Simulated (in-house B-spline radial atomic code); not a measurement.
**Cr¹⁰⁺: ionisation energy by several methods**

Aim: the ionisation energy of Cr¹⁰⁺ by several methods, each as the difference of two self-consistent energies (Cr¹⁰⁺ and the next ion, [Ne] 3s2 3p1).

Program: in-house B-spline radial atomic code version 1. Level of theory: non-relativistic, several functionals, spin-polarised, exact exchange averaged over the configuration; spherical all-electron atom at the radial basis limit. These are calculated values, not measurements, unless marked.

## (1) What is computed

| Quantity | Value |
| --- | --- |
| element | chromium (Z = 24) |
| charge | +10 |
| electrons | 14 |
| configuration | [Ne] 3s2 3p2 |
| nucleus | point |

Outer shells as boxes (Hund's rule):

[Ne] 3s2 3p2
```
[Ne] core
3s [↑↓]
3p [↑ ][↑ ][  ]
```

Where spins are not typed, each open shell is filled with up spins first.

## (2) r2SCAN0

Settings, as recorded:

```ini
Z = 24
electrons = 14.0
configuration = [Ne] 3s2 3p2
hamiltonian = nr
method = r2scan0
spin_polarised = True
exact_exchange = averaged over the configuration
```

The run is started by

```bash
python run_scf.py task.json out
```

The settings of every run stand in task.json; they run in order.

## (3) LC-ωPBE

Changes to the settings of step 2:

```diff
@@ -4,3 +4,3 @@
 hamiltonian = nr
-method = r2scan0
+method = lc_wpbe
 spin_polarised = True
```

## (4) PBE0

Changes to the settings of step 3:

```diff
@@ -4,3 +4,3 @@
 hamiltonian = nr
-method = lc_wpbe
+method = pbe0
 spin_polarised = True
```

## (5) B97-1

Changes to the settings of step 4:

```diff
@@ -4,3 +4,3 @@
 hamiltonian = nr
-method = pbe0
+method = b97_1
 spin_polarised = True
```

## (6) B3LYP

Changes to the settings of step 5:

```diff
@@ -4,3 +4,3 @@
 hamiltonian = nr
-method = b97_1
+method = b3lyp
 spin_polarised = True
```

## (7) BHandHLYP

Changes to the settings of step 6:

```diff
@@ -4,3 +4,3 @@
 hamiltonian = nr
-method = b3lyp
+method = bhandhlyp
 spin_polarised = True
```

Before running: The tabulated ionisation energy is 270.8 ± 0.5 eV (semi-empirical; NIST Atomic Spectra Database). What does each method give, and which comes nearest?

As calculated:

| method | rung | total energy (hartree) | ΔSCF (eV) | −ε highest (eV) | ΔSCF less tabulated (eV) |
| --- | --- | --- | --- | --- | --- |
| r2SCAN0 | global hybrid | -1005.3418 | 269.68 | 259.88 (3p up) | -1.12 |
| PBE0 | global hybrid | -1005.1990 | 269.47 | 259.40 (3p up) | -1.33 |
| B97-1 | global hybrid | -1005.3379 | 269.47 | 258.80 (3p up) | -1.33 |
| B3LYP | global hybrid | -1005.3935 | 269.62 | 258.75 (3p up) | -1.18 |
| BHandHLYP | global hybrid | -1005.4486 | 269.37 | 262.71 (3p up) | -1.43 |
| LC-ωPBE | range-separated hybrid | -1005.1978 | 269.61 | 261.72 (3p up) | -1.19 |

Against the tabulated ionisation energy, 270.8 ± 0.5 eV (semi-empirical; NIST Atomic Spectra Database), the best here is r2SCAN0 (-1.12 eV) and the worst BHandHLYP (-1.43 eV, or 0.53 %). All methods miss on the same side by much the same amount, which points to something that they share. These runs lack relativity altogether, which can outweigh the gaps between the methods, so the nearest may be so by luck. Open shells are averaged (over orientations, and over spins where the run is restricted), while tables refer to the lowest levels.
